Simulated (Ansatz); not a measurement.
# CH2Cl2 (dichloromethane): BHLYP/aug-cc-pVDZ

What is the electronic atomisation energy of CH2Cl2 (dichloromethane) at BHLYP/aug-cc-pVDZ? 

The results are computed with Ansatz 0.2.0.

50 further runs of the same task are left out: 50 set aside as unsound or not needed.

### Step 1. The molecule

CH2Cl2 has 5 atoms, charge 0, and is taken as a singlet. SMILES: `ClCCl`. Geometry: relaxed at PBE0-D4/def2-TZVP.

Bond lengths: Cl1–C2 1.762 Å, C2–Cl3 1.762 Å, C2–H4 1.086 Å, C2–H5 1.086 Å. Angles: Cl1–C2–Cl3 112.9°, Cl1–C2–H4 108.1°, Cl1–C2–H5 108.1°, Cl3–C2–H4 108.1°, Cl3–C2–H5 108.1°, H4–C2–H5 111.4°.

### Step 2. The energy at BHLYP/aug-cc-pVDZ

The input, run.yaml:

```yaml
crystal:
  periodic: [false, false, false]
  atoms:
    - {symbol: Cl, position_ang: [1.630750, -0.338670, 0.265360]}
    - {symbol: C, position_ang: [-0.101090, -0.082670, 0.062890]}
    - {symbol: Cl, position_ang: [-0.474220, 1.284450, -0.984760]}
    - {symbol: H, position_ang: [-0.525010, -0.976700, -0.384090]}
    - {symbol: H, position_ang: [-0.530410, 0.113600, 1.040610]}
basis:
  gaussian: {orbitals: aug-cc-pVDZ}
hamiltonian: {xc: {name: BHLYP}}
accuracy: high
output: {orbitals: {seedname: orbitals}}
```

Run with:

```sh
$ ansatz run run.yaml --threads 1 --pin off --max-ram 3480MiB --events-out events.jsonl --progress --plain --runs-dir runs
```

The program printed:

```text
Warning: RAYON_NUM_THREADS=1 ignored (pool sized by the plan → 1); use --threads N
Functional definition: BHLYP
  name "BHLYP"
  parameter a = 0.5
  exchange = (1 - a)*b88_x + a*exact_x
  correlation = lyp_c
1907 factors; integrals over basis functions are off by at most 3.7e-9 eV
mean field evaluation 1: about -26113.7168 eV, gradient 1.6e1 eV
mean field evaluation 2: about -26113.9360 eV, gradient 1.4e1 eV
mean field evaluation 4: about -26114.3966 eV, gradient 3.8e-1 eV
mean field evaluation 8: about -26114.5961 eV, gradient 8.0e-2 eV
mean field evaluation 16: about -26114.5962 eV, gradient 1.2e-5 eV
mean field -26114.59616787 eV, -959.6937080603 hartree, gradient 1.4e-8 eV, S^2 0.000000; 0 other end points of the search recorded, 0 dependent functions left out
reference -26114.59619392 eV, -959.6937090176 hartree; 21, 21 occupied and 74, 74 virtual orbitals, 1907 factors
Total energy: -26114.59619392 eV, -959.6937090176 hartree
```

Wall time 8.4 s (1 thread of Arm Neoverse V2, shared host); peak memory 0.3 GiB.

### Step 3. The C atom at the same level

The input, run.yaml:

```yaml
basis:
  gaussian: {orbitals: aug-cc-pVDZ}
crystal:
  periodic: [false, false, false]
  atoms:
    - {symbol: C, position_ang: [0.000000, 0.000000, 0.000000]}
magnetization: {spin_polarized: true, initial_magnetization: 2}
hamiltonian: {xc: {name: BHLYP}}
accuracy: high
```

Run the same way, it converges to -37.84287 Eh (log not shown).

### Step 4. The Cl atom, same level

The input, in.yaml:

```yaml
crystal:
  periodic: [false, false, false]
  atoms:
    - symbol: Cl
      position_ang: [0.000000, 0.000000, 0.000000]
basis:
  gaussian:
    orbitals: aug-cc-pVDZ
hamiltonian:
  xc: {name: BHLYP}
magnetization:
  spin_polarized: true
  initial_magnetization: 1
total_charge: 0
accuracy: high
```

Run the same way, it converges to -460.15216 Eh (log not shown).

### Step 5. The H atom, same level

The input, run.yaml:

```yaml
crystal:
  periodic: [false, false, false]
  atoms:
    - {symbol: H, position_ang: [0.000000, 0.000000, 0.000000]}
basis:
  gaussian:
    orbitals: aug-cc-pVDZ
magnetization:
  spin_polarized: true
  initial_magnetization: 1
hamiltonian:
  xc: {name: BHLYP}
accuracy: high
```

Run the same way, it converges to -0.49808 Eh (log not shown).

### Step 6. What came out

Level: BHLYP/aug-cc-pVDZ.

| quantity | value |
| --- | --- |
| molecule: total energy | -959.69371 Eh |
| molecule: HOMO energy | -10.07 eV |
| molecule: LUMO energy | 0.08 eV |
| molecule: HOMO–LUMO gap | 10.15 eV |
| C atom: total energy | -37.84287 Eh |
| C atom: ⟨S²⟩ | 2.005 |
| Cl atom: total energy | -460.15216 Eh |
| Cl atom: ⟨S²⟩ | 0.753 |
| H atom: total energy | -0.49808 Eh |
| H atom: ⟨S²⟩ | 0.750 |
| electronic atomisation energy | 14.976 eV |

What this shows: Taking the molecule apart into free atoms costs 14.98 eV (1445 kJ/mol), before zero-point energy and without spin-orbit coupling.
